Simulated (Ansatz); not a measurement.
**GaB in Ansatz: the effect of strain**

The system is GaB.

```xyz
2
Lattice="2.7182 0.0000 0.0000 0.0000 2.7182 0.0000 0.0000 0.0000 3.1068" Properties=species:S:1:pos:R:3 pbc="T T T"
Ga    1.3591    1.3591    1.5534
B     0.0000    0.0000    0.0000
```

The cell was built by a generator and needn't be a form met in nature.

Alike in all runs:

* Program: Ansatz 0.2.0
* Task: single point
* Functional: PBE
* Potentials or basis: Ansatz PAW
* Cutoff: 420 eV (not typed: the program's choice for these potentials)
* k mesh: 8 × 8 × 7
* Occupations: fermi-dirac, width 0.05 eV
* Spin: no spin polarisation
* Kind of strain: uniaxial

Task: One run gave: pressure 0.5 GPa. Which strain did it use?
A. -0.02
B. -0.04
C. 0.01
D. 0.04
E. 0

Result: E.

```csv
strain,pressure (GPa)
-0.04,6.1
-0.02,3.3
-0.01,1.9
0,0.5
0.01,-0.7
0.02,-1.9
0.04,-4.0
```
